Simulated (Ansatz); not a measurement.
# C₃H₈AlCl₂N: a ladder of functionals and wavefunction methods

The task here is to estimate one member of a computed series from the others.

Computed with Ansatz 0.2.0, Gaussian basis. Level: functionals in def2-TZVPP, the program's frozen cores in correlated methods.

The runs, in order: PBE-D4, r2SCAN-D4, PBE0-D4, B3LYP-D4, ωB97X-V, ωB97M-V, B2PLYP; CCSD(T)/def2-TZVPP; MP2/def2-QZVPP; extrapolation to the limit.

## The relaxed structure

An earlier PBE0-D4 in a triple-zeta def2 set relaxation fixed the geometry.

SMILES `CC[N](C)[Al]([Cl])[Cl]`, 15 atoms, charge 0, spin multiplicity 1.

Atoms are counted from 1 here; the program's logs count them from 0.

Bond lengths: C1–C2 1.520 Å, C1–H8 1.093 Å, C1–H9 1.092 Å, C1–H10 1.093 Å, C2–N3 1.453 Å, C2–H11 1.100 Å, C2–H12 1.094 Å, N3–C4 1.448 Å, N3–Al5 1.754 Å, C4–H13 1.098 Å, C4–H14 1.096 Å, C4–H15 1.092 Å, Al5–Cl6 2.086 Å, Al5–Cl7 2.086 Å. Angles: C2–C1–H8 110.6°, C2–C1–H9 111.9°, C2–C1–H10 110.3°, H8–C1–H9 108.1°, H8–C1–H10 108.2°, H9–C1–H10 107.5°, C1–C2–N3 114.2°, C1–C2–H11 109.5°, C1–C2–H12 108.9°, N3–C2–H11 108.9°, N3–C2–H12 108.7°, H11–C2–H12 106.4°, C2–N3–C4 114.1°, C2–N3–Al5 122.8°, C4–N3–Al5 123.1°, N3–C4–H13 110.8°, N3–C4–H14 112.4°, N3–C4–H15 110.6° and more.

The first run:

Input file in.yaml:

```yaml
crystal:
  periodic: [false, false, false]
  atoms:
    - {symbol: C, position_ang: [-0.683365, -1.199036, -1.311241]}
    - {symbol: C, position_ang: [-0.790696, 0.175661, -0.670950]}
    - {symbol: N, position_ang: [0.163237, 0.409459, 0.399945]}
    - {symbol: C, position_ang: [1.531536, 0.555666, -0.049155]}
    - {symbol: Al, position_ang: [-0.307703, 0.509386, 2.086545]}
    - {symbol: Cl, position_ang: [-2.307153, 0.286991, 2.636529]}
    - {symbol: Cl, position_ang: [1.119286, 0.859251, 3.566619]}
    - {symbol: H, position_ang: [-0.852691, -1.983398, -0.569392]}
    - {symbol: H, position_ang: [0.297339, -1.363801, -1.762069]}
    - {symbol: H, position_ang: [-1.431140, -1.309410, -2.100402]}
    - {symbol: H, position_ang: [-0.658710, 0.949819, -1.440965]}
    - {symbol: H, position_ang: [-1.802023, 0.304676, -0.274605]}
    - {symbol: H, position_ang: [1.615762, 1.362912, -0.789027]}
    - {symbol: H, position_ang: [1.919690, -0.359754, -0.510518]}
    - {symbol: H, position_ang: [2.186611, 0.801566, 0.788685]}
basis:
  gaussian: {orbitals: def2-TZVPP}
hamiltonian: {xc: pbe, dispersion: d4}
output: {forces: true, orbitals: {seedname: orbitals}}
```

Run with:

```console
$ ansatz run in.yaml --threads 2 --pin off --events-out ev --progress --plain --max-ram 32768MiB --backend cuda --devices 0, --max-vram 18GiB
```

Among the steps run: PBE-D4 (GGA); r2SCAN-D4 (meta-GGA); PBE0-D4 (hybrid); B3LYP-D4 (hybrid); ωB97X-V (range-separated); ωB97M-V (range-separated); B2PLYP (double hybrid); CCSD(T) in def2-TZVPP; MP2 in def2-QZVPP.

One of the session's tables, all rows but one given; the rest of the session is left out.

It belongs to the step «Atomisation energies». 

```
            method  atomisation energy (kcal/mol)
            PBE-D4                         1377.4
         r2SCAN-D4                         1358.8
           PBE0-D4                         1360.3
          B3LYP-D4                         1351.8
           ωB97X-V                         1359.1
           ωB97M-V                         1360.1
            B2PLYP                         1338.3
     HF/def2-TZVPP                         1006.3
    MP2/def2-TZVPP                              ?
   CCSD/def2-TZVPP                         1301.2
CCSD(T)/def2-TZVPP                         1320.5
           MP2/CBS                         1379.1
       CCSD(T)/CBS                         1355.6
```

Estimate the missing values for MP2/def2-TZVPP.

**Answer.** atomisation energy (kcal/mol): 1344.1. In the column «atomisation energy (kcal/mol)» it lies between B2PLYP (1338.3) and B3LYP-D4 (1351.8).
